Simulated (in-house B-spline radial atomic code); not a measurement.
# W¹⁵⁺: excited configurations in jj coupling

Aim: the energies of several excited configurations of W¹⁵⁺ above a reference configuration, each from its own self-consistent run.

The numbers are computed with in-house B-spline radial atomic code version 1 (Dirac-Hartree-Fock, average of configuration, Fermi nucleus, basis-set limit), except any that are marked as measured or tabulated.

## 1. Starting point

```
element       : tungsten (Z = 74)
charge        : +15
electrons     : 59
configuration : 1s2 2s2 2p6 3s2 3p6 3d10 4s2 4p6 4d10 4f-6 4f+5 5s2
Hamiltonian   : Dirac-Coulomb
nucleus       : Fermi, rms radius 5.366 fm
```

In configurations, a minus sign after the shell means j = l − 1/2 and a plus sign j = l + 1/2; the count of electrons follows.

The run's settings:

```ini
Z = 74
electrons = 59.0
configuration = 1s2 2s2 2p6 3s2 3p6 3d10 4s2 4p6 4d10 4f-6 4f+5 5s2
hamiltonian = dirac
method = hf
spin_polarised = False
nucleus = fermi
rms_radius = 5.3658
mass_number = 184
atomic_mass = 183.95093318
speed_of_light = 137.035999084
```

This reference run was done before. Its total energy is -16079.228620 hartree, and its levels are (the highest eight at most):

| orbital | occupation | energy (eV) | <r> (bohr) |
| --- | --- | --- | --- |
| 4s1/2 | 2 | -948.75 | 0.4456 |
| 4p1/2 | 2 | -845.12 | 0.4510 |
| 4p3/2 | 4 | -771.08 | 0.4805 |
| 4d3/2 | 4 | -602.49 | 0.4911 |
| 4d5/2 | 6 | -583.40 | 0.5017 |
| 4f5/2 | 6 | -370.46 | 0.5252 |
| 4f7/2 | 5 | -366.04 | 0.5315 |
| 5s1/2 | 2 | -360.64 | 0.9399 |

## 2. Configuration 1s2 2s2 2p6 3s2 3p6 3d10 4s2 4p6 4d10 4f-2 4f+8 5s2 7g+1

The settings differ from step 1 so:

```diff
@@ -2,3 +2,3 @@
 electrons = 59.0
-configuration = 1s2 2s2 2p6 3s2 3p6 3d10 4s2 4p6 4d10 4f-6 4f+5 5s2
+configuration = 1s2 2s2 2p6 3s2 3p6 3d10 4s2 4p6 4d10 4f-2 4f+8 5s2 7g+1
 hamiltonian = dirac
```

From the run's result record (rounded, not every field):

```text
{
  "status": "converged",
  "iterations": 9,
  "energy [hartree]": {"total": -16068.2951923, "kinetic": 18101.1120151, "nuclear": -39352.8631096, "coulomb": 5487.05781922, "exact_exchange": -303.601917027},
  "breit [hartree]": {"gaunt": 19.18343, "retardation": -2.030465, "frequency_dependence": -0.3325485},
  "qed [hartree]": {"self_energy": 14.01462, "uehling": -2.6303, "wichmann_kroll": 0.1044449},
  "recoil [hartree]": 0.02972707,
  "total_with_corrections [hartree]": -16039.956276,
  "orbitals [hartree, bohr; first row names the columns]": [
    ["name", "occ", "eps", "<r>"],
    ["1s1/2", 2.0, -2584.8754, 0.018346],
    ["2s1/2", 2.0, -462.37755, 0.076896],
    ["2p1/2", 2.0, -441.7914, 0.063733],
    ["2p3/2", 4.0, -391.98181, 0.071651],
    ["3s1/2", 2.0, -119.17668, 0.19997],
    ["3p1/2", 2.0, -109.98043, 0.19025],
    ["3p3/2", 4.0, -99.123383, 0.20488],
    ["3d3/2", 4.0, -83.852306, 0.17932],
    ["3d5/2", 6.0, -81.669667, 0.18417],
    ["4s1/2", 2.0, -36.000852, 0.44402],
    ["4p1/2", 2.0, -32.000407, 0.44905],
    ["4p3/2", 4.0, -29.516503, 0.47788],
    ["4d3/2", 4.0, -22.867543, 0.48807],
    ["4d5/2", 6.0, -22.723218, 0.49684],
    ["4f5/2", 2.0, -14.593166, 0.51557],
    ["4f7/2", 8.0, -14.611214, 0.51917],
    ["5s1/2", 2.0, -13.96532, 0.92442],
    ["7g9/2", 1.0, -2.7037309, 3.7735]
  ],
  "sum_r [bohr^k]": {"-1": 531.825, "1": 23.46469, "2": 26.85417},
  "energy_minus_base [hartree]": 10.9334272,
  "energy_minus_base_with_corrections [hartree]": 10.9262762
}
```

It took 2.1 s on 1 thread, shared host.

energy_minus_base is the energy less that of the reference run.

Radial density 4πr²n(r) and radial functions P(r) = rR(r):

| r (bohr) | 4πr²n | 4f7/2 | 7g9/2 |
| --- | --- | --- | --- |
| 0.00214 | 23.90 | 0.0000 | 0.0000 |
| 0.00338 | 42.94 | 0.0000 | 0.0000 |
| 0.00535 | 69.57 | 0.0000 | 0.0000 |
| 0.00848 | 95.78 | 0.0000 | 0.0000 |
| 0.0134 | 104.7 | 0.0003 | 0.0000 |
| 0.0212 | 94.16 | 0.0014 | 0.0000 |
| 0.0336 | 103.3 | 0.0069 | 0.0000 |
| 0.0533 | 134.8 | 0.0314 | 0.0001 |
| 0.0843 | 112.4 | 0.1210 | 0.0006 |
| 0.134 | 117.9 | 0.3782 | 0.0037 |
| 0.211 | 96.23 | 0.8630 | 0.0177 |
| 0.335 | 65.07 | 1.3602 | 0.0675 |
| 0.530 | 58.11 | 1.3208 | 0.1947 |
| 0.839 | 13.41 | 0.7068 | 0.3896 |
| 1.33 | 1.254 | 0.1565 | 0.2394 |
| 2.10 | 0.2125 | 0.0082 | -0.4523 |
| 3.33 | 0.09968 | 0.0001 | 0.3157 |
| 5.27 | 0.1851 | 0.0000 | 0.4302 |
| 8.34 | 0.0001842 | 0.0000 | 0.0136 |
| 13.2 | 9.998e-11 | 0.0000 | 0.0000 |

Clear maxima of the radial density (full grid of the record): 0.013, 0.053, 0.17, 0.42, 2.1, 4.2 bohr.

## 3. Configuration 1s2 2s2 2p6 3s2 3p6 3d10 4s2 4p6 4d10 4f-5 4f+6 5s2

The settings differ from step 2 so:

```diff
@@ -2,3 +2,3 @@
 electrons = 59.0
-configuration = 1s2 2s2 2p6 3s2 3p6 3d10 4s2 4p6 4d10 4f-2 4f+8 5s2 7g+1
+configuration = 1s2 2s2 2p6 3s2 3p6 3d10 4s2 4p6 4d10 4f-5 4f+6 5s2
 hamiltonian = dirac
```

From the record:

```text
{
  "status": "converged",
  "iterations": 10,
  "energy [hartree]": {"total": -16079.0967521, "kinetic": 18111.6837229, "nuclear": -39441.1390532, "coulomb": 5554.67359507, "exact_exchange": -304.315016842},
  "breit [hartree]": {"gaunt": 19.18839, "retardation": -2.029951, "frequency_dependence": -0.332338},
  "qed [hartree]": {"self_energy": 14.01141, "uehling": -2.629967, "wichmann_kroll": 0.1044318},
  "recoil [hartree]": 0.02971453,
  "total_with_corrections [hartree]": -16050.7550615,
  "orbitals [hartree, bohr; first row names the columns]": [
    ["name", "occ", "eps", "<r>"],
    ["1s1/2", 2.0, -2583.6679, 0.018346],
    ["2s1/2", 2.0, -461.1312, 0.076893],
    ["2p1/2", 2.0, -440.55543, 0.063731],
    ["2p3/2", 4.0, -390.73755, 0.071646],
    ["3s1/2", 2.0, -117.89671, 0.2],
    ["3p1/2", 2.0, -108.7677, 0.19037],
    ["3p3/2", 4.0, -97.811397, 0.20487],
    ["3d3/2", 4.0, -82.694038, 0.17962],
    ["3d5/2", 6.0, -80.319003, 0.18405],
    ["4s1/2", 2.0, -34.872276, 0.44561],
    ["4p1/2", 2.0, -31.013803, 0.45095],
    ["4p3/2", 4.0, -28.365769, 0.4804],
    ["4d3/2", 4.0, -22.051659, 0.49125],
    ["4d5/2", 6.0, -21.507078, 0.50141],
    ["4f5/2", 5.0, -13.590385, 0.5254],
    ["4f7/2", 6.0, -13.478158, 0.53098],
    ["5s1/2", 2.0, -13.254587, 0.93978]
  ],
  "sum_r [bohr^k]": {"-1": 533.0179, "1": 20.40814, "2": 11.21334},
  "energy_minus_base [hartree]": 0.131867427,
  "energy_minus_base_with_corrections [hartree]": 0.12749064
}
```

Run time: 1.6 s. Hardware: 1 thread, shared host.

## 4. Run with 1s2 2s2 2p6 3s2 3p6 3d10 4s2 4p6 4d10 4f-3 4f+8 5s2

The settings differ from step 3 so:

```diff
@@ -2,3 +2,3 @@
 electrons = 59.0
-configuration = 1s2 2s2 2p6 3s2 3p6 3d10 4s2 4p6 4d10 4f-5 4f+6 5s2
+configuration = 1s2 2s2 2p6 3s2 3p6 3d10 4s2 4p6 4d10 4f-3 4f+8 5s2
 hamiltonian = dirac
```

From the record:

```text
{
  "status": "converged",
  "iterations": 10,
  "energy [hartree]": {"total": -16078.9800864, "kinetic": 18111.2315228, "nuclear": -39439.7501543, "coulomb": 5554.69064892, "exact_exchange": -305.152103784},
  "breit [hartree]": {"gaunt": 19.18202, "retardation": -2.029984, "frequency_dependence": -0.332399},
  "qed [hartree]": {"self_energy": 14.0122, "uehling": -2.629978, "wichmann_kroll": 0.1044323},
  "recoil [hartree]": 0.02971559,
  "total_with_corrections [hartree]": -16050.6440784,
  "orbitals [hartree, bohr; first row names the columns]": [
    ["name", "occ", "eps", "<r>"],
    ["1s1/2", 2.0, -2583.6873, 0.018346],
    ["2s1/2", 2.0, -461.15233, 0.076893],
    ["2p1/2", 2.0, -440.57507, 0.06373],
    ["2p3/2", 4.0, -390.7595, 0.071647],
    ["3s1/2", 2.0, -117.91555, 0.2],
    ["3p1/2", 2.0, -108.73871, 0.19029],
    ["3p3/2", 4.0, -97.857766, 0.20491],
    ["3d3/2", 4.0, -82.62847, 0.17942],
    ["3d5/2", 6.0, -80.397488, 0.18418],
    ["4s1/2", 2.0, -34.880503, 0.44556],
    ["4p1/2", 2.0, -30.922178, 0.45092],
    ["4p3/2", 4.0, -28.420318, 0.48028],
    ["4d3/2", 4.0, -21.869113, 0.49164],
    ["4d5/2", 6.0, -21.638142, 0.50095],
    ["4f5/2", 3.0, -13.538795, 0.52601],
    ["4f7/2", 8.0, -13.526856, 0.53011],
    ["5s1/2", 2.0, -13.256315, 0.93967]
  ],
  "sum_r [bohr^k]": {"-1": 532.9992, "1": 20.41199, "2": 11.21738},
  "energy_minus_base [hartree]": 0.248533052,
  "energy_minus_base_with_corrections [hartree]": 0.238473749
}
```

Run time: 1.6 s. Hardware: 1 thread, shared host.

## 5. All configurations in order

| net move | configuration | energy above the reference (eV) | with Breit, QED, recoil (eV) | largest <r> (bohr) |
| --- | --- | --- | --- | --- |
| 4f5/2 → 4f7/2 | 1s2 2s2 2p6 3s2 3p6 3d10 4s2 4p6 4d10 4f-5 4f+6 5s2 | 3.588 | 3.469 | 0.940 |
| 3×4f5/2 → 3×4f7/2 | 1s2 2s2 2p6 3s2 3p6 3d10 4s2 4p6 4d10 4f-3 4f+8 5s2 | 6.763 | 6.489 | 0.940 |
| 4×4f5/2 → 3×4f7/2, 7g9/2 | 1s2 2s2 2p6 3s2 3p6 3d10 4s2 4p6 4d10 4f-2 4f+8 5s2 7g+1 | 297.51 | 297.32 | 3.77 |

**Reading.** The energies run from 3.588 eV (4f5/2 → 4f7/2) to 297.51 eV (4×4f5/2 → 3×4f7/2, 7g9/2). These are averages over configurations, without correlation, not spectroscopic levels.
